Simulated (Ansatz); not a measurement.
# Zr5Cu5Ag6: the cost of one run

All numbers below are computed with Ansatz 0.2.0 (DFT PBE, scalar-relativistic, plane waves, PAW).

**1. The system as given**

The cell holds 16 atoms (Ag6Cu5Zr5): a = 6.487 Å, b = 6.738 Å, c = 6.378 Å, α = 91.10°, β = 86.19°, γ = 87.90°.

It is the last frame of an earlier stage of the same melt, run at 900 K.

As a file:

```
CELL_PARAMETERS angstrom
6.48235 0.12200 0.21425
0.12200 6.73630 -0.06512
0.21425 -0.06512 6.37387
ATOMIC_POSITIONS crystal
Ag 0.81102 0.63150 0.23605
Ag 0.08547 0.56066 0.90225
Ag 0.84509 0.27482 0.71834
Ag 0.32771 0.75240 0.12472
Ag 0.26833 0.20866 0.72439
Ag 0.52137 0.46306 0.91792
Zr 0.11286 0.46078 0.40936
Zr 0.33811 0.20653 0.15096
Zr 0.57696 0.98093 0.41162
Zr 0.64699 0.93718 0.90345
Zr 0.04747 0.96649 0.44815
Cu 0.01908 0.98424 0.95654
Cu 0.81611 0.66334 0.64859
Cu 0.53810 0.40629 0.44032
Cu 0.34929 0.69846 0.66917
Cu 0.78456 0.22273 0.18223
```

**2. Dynamics at 300 K**

One k point, a Fermi-Dirac width of 0.050 eV and a fixed cell.

Input file input.yaml:

```yaml
crystal:
  lattice:
    - [6.482351, 0.122001, 0.21425]
    - [0.122001, 6.736303, -0.06512]
    - [0.21425, -0.06512, 6.373865]
  atoms:
    - { symbol: Ag, position: [0.8110151899, 0.6315037993, 0.2360505731] }
    - { symbol: Ag, position: [0.0854724942, 0.5606621014, 0.9022453001] }
    - { symbol: Ag, position: [0.845092236, 0.274818807, 0.7183402869] }
    - { symbol: Ag, position: [0.3277059712, 0.7523990947, 0.1247223143] }
    - { symbol: Ag, position: [0.2683317325, 0.2086592783, 0.7243880492] }
    - { symbol: Ag, position: [0.5213699041, 0.4630618747, 0.9179185014] }
    - { symbol: Zr, position: [0.112860024, 0.4607769198, 0.4093613279] }
    - { symbol: Zr, position: [0.3381064887, 0.2065282822, 0.1509602959] }
    - { symbol: Zr, position: [0.5769574322, 0.980933575, 0.4116161137] }
    - { symbol: Zr, position: [0.6469871722, 0.9371791666, 0.9034453716] }
    - { symbol: Zr, position: [0.0474730824, 0.966489698, 0.448152319] }
    - { symbol: Cu, position: [0.0190844885, 0.9842439838, 0.9565370146] }
    - { symbol: Cu, position: [0.8161067244, 0.6633384493, 0.6485897046] }
    - { symbol: Cu, position: [0.5381018226, 0.4062925153, 0.4403163665] }
    - { symbol: Cu, position: [0.3492893735, 0.6984592851, 0.6691678885] }
    - { symbol: Cu, position: [0.7845557758, 0.2227339194, 0.1822253907] }
  symmetry: { detect: false }
basis:
  ecutwfc: 420
  xc_grid: 1
kpoints:
  mp_grid: { grid: [1, 1, 1], shift: [0.25, 0.25, 0.25] }
hamiltonian:
  xc: pbe
scf:
  occupations: { method: fermi_dirac, width: 0.05 }
  lower_state_search: "off"
  convergence: { dr2_threshold: 1.0e-05 }
output:
  forces: true
  stress: true
md:
  timestep: 3.0
  n_steps: 122
  ensemble: nvt_langevin
  friction: 0.03
  temperature: 300.0
  initial_velocities: maxwell_boltzmann
  seed: 15791
```

Started as:

```console
$ ansatz run input.yaml --threads 2 --pin off --max-ram 5120MiB --backend cpu --events-out ev --progress --plain --runs-dir out
```

What time and memory should one allow on 2 threads of Arm Neoverse V2, shared host?

About 4.1 min, with a peak of 0.6 GiB.
